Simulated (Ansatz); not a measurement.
**U-wB97X/def2-SVPD (core potential) run of InCl2O (SMILES [O][In]([Cl])[Cl])**

Aim: the vertical electron affinity of InCl2O at U-wB97X/def2-SVPD (core potential), from 2 runs. 

Program for the calculation: Ansatz 0.2.0.

34 further runs of the same task are left out: 1 that didn't finish, 33 set aside as unsound or not needed. Runs told in other sessions of the task aren't counted.

## Step 1: The molecule

The species is InCl2O (4 atoms), meant as a doublet with charge 0. SMILES: `[O][In]([Cl])[Cl]`. The shape is that of a PBE0-D4/def2-TZVP optimisation.

Bond lengths: O1–In2 1.989 Å, In2–Cl3 2.293 Å, In2–Cl4 2.293 Å. Angles: O1–In2–Cl3 119.2°, O1–In2–Cl4 119.2°, Cl3–In2–Cl4 121.6°.

## Step 2: A single-point energy at U-wB97X/def2-SVPD (core potential)

job.yaml

```yaml
crystal:
  periodic: [false, false, false]
  atoms:
    - symbol: O
      position_ang: [0.606300, 1.014000, 1.667600]
    - symbol: In
      position_ang: [0.031700, 0.016000, 0.045400]
    - symbol: Cl
      position_ang: [0.741600, -2.145000, -0.248200]
    - symbol: Cl
      position_ang: [-1.324100, 1.054700, -1.485200]
basis:
  gaussian:
    orbitals: def2-SVPD
magnetization:
  spin_polarized: true
  initial_magnetization: 1
hamiltonian:
  xc: {name: wB97X}
accuracy: high
output: {orbitals: {seedname: orbitals}}
```

Run with:

```bash
$ ansatz run job.yaml --threads 1 --pin off --max-ram 3480MiB --events-out events.jsonl --progress --plain --runs-dir runs
```

What it wrote:

```text
Warning: RAYON_NUM_THREADS=1 ignored (pool sized by the plan → 1); use --threads N
Functional definition: wB97X
  name "wB97X"
  parameter omega = 0.3/bohr
  parameter cx = 0.157706
  parameter cx1 = 0.726479
  parameter cx2 = 1.04760
  parameter cx3 = -5.70635
  parameter cx4 = 13.2794
  parameter css1 = -4.33879
  parameter css2 = 18.2308
  parameter css3 = -31.7430
  parameter css4 = 17.2901
  parameter cos1 = 2.37031
  parameter cos2 = -11.3995
  parameter cos3 = 6.58405
  parameter cos4 = -3.78132
  exchange = spin_sum(e_x_unif_sr(omega)*poly(b97_u_x, 1 - cx, cx1, cx2, cx3, cx4)) + cx*exact_x_sr(omega)
      + exact_x_lr(omega)
  correlation = spin_sum(e_c_pw_same_spin*poly(b97_u_same, 1, css1, css2, css3, css4))
      + integral(e_c_pw_opposite_spin*poly(b97_u_opposite, 1, cos1, cos2, cos3, cos4))
2170 factors; integrals over basis functions are off by at most 3.0e-9 eV
576 factors; integrals over basis functions are off by at most 1.2e-9 eV
mean field evaluation 1: about -32241.1024 eV, gradient 5.2e1 eV
mean field evaluation 2: about -32084.2163 eV, gradient 1.3e2 eV
mean field evaluation 4: about -32254.9734 eV, gradient 1.9e1 eV
mean field evaluation 8: about -32258.1045 eV, gradient 1.3e0 eV
mean field evaluation 16: about -32258.1485 eV, gradient 9.4e-3 eV
mean field evaluation 32: about -32258.1486 eV, gradient 9.2e-5 eV
mean field -32258.14856095 eV, -1185.4650942564 hartree, gradient 7.5e-8 eV, S^2 0.756458; 4 other end points of the search recorded, 0 dependent functions left out
reference -32258.14855783 eV, -1185.4650941420 hartree; 32, 31 occupied and 77, 78 virtual orbitals, 2170 factors
Total energy: -32258.14855783 eV, -1185.4650941420 hartree
```

Wall time 2.6 min (1 thread of Arm Neoverse V2, shared host); peak memory 1.2 GiB.

## Step 3: The singlet anion

job.yaml

```yaml
crystal:
  periodic: [false, false, false]
  atoms:
    - {symbol: O, position_ang: [0.606300, 1.014000, 1.667600]}
    - {symbol: In, position_ang: [0.031700, 0.016000, 0.045400]}
    - {symbol: Cl, position_ang: [0.741600, -2.145000, -0.248200]}
    - {symbol: Cl, position_ang: [-1.324100, 1.054700, -1.485200]}
basis:
  gaussian:
    orbitals: def2-SVPD
total_charge: -1
hamiltonian:
  xc: {name: wB97X}
accuracy: high
output: {orbitals: {seedname: orbitals}}
```

Run with:

```bash
$ ansatz run job.yaml --threads 1 --pin off --max-ram 3480MiB --events-out events.jsonl --progress --plain --runs-dir runs
```

What it wrote, shortened:

```text
Warning: RAYON_NUM_THREADS=1 ignored (pool sized by the plan → 1); use --threads N
[... 2 set-up lines as earlier in the session ...]
[...]
      + exact_x_lr(omega)
[...]
      + integral(e_c_pw_opposite_spin*poly(b97_u_opposite, 1, cos1, cos2, cos3, cos4))
2170 factors; integrals over basis functions are off by at most 3.0e-9 eV
576 factors; integrals over basis functions are off by at most 1.2e-9 eV
[...]
mean field -32261.20496587 eV, -1185.5774150654 hartree, gradient 7.9e-8 eV, S^2 0.000000; 0 other end points of the search recorded, 0 dependent functions left out
reference -32261.20496311 eV, -1185.5774149643 hartree; 32, 32 occupied and 77, 77 virtual orbitals, 2170 factors
Total energy: -32261.20496311 eV, -1185.5774149643 hartree
```

Wall time 41 s (1 thread of Arm Neoverse V2, shared host); peak memory 0.7 GiB.

## Step 4: Results

Level: U-wB97X/def2-SVPD (core potential).

| quantity | value |
| --- | --- |
| doublet InCl2O: total energy | -1185.46509 Eh |
| doublet InCl2O: HOMO energy (highest over α and β) | -11.84 eV |
| doublet InCl2O: LUMO energy (lowest over α and β) | -2.37 eV |
| doublet InCl2O: ⟨S²⟩ | 0.756 |
| singlet anion: total energy | -1185.57741 Eh |
| singlet anion: HOMO energy | -3.97 eV |
| singlet anion: LUMO energy | 3.90 eV |
| singlet anion: HOMO–LUMO gap (to an unbound level, set by the basis) | 7.88 eV |
| vertical electron affinity (to the singlet anion) | 3.056 eV |

**Reading.** At fixed nuclei the extra electron is bound by 3.06 eV (295 kJ/mol).
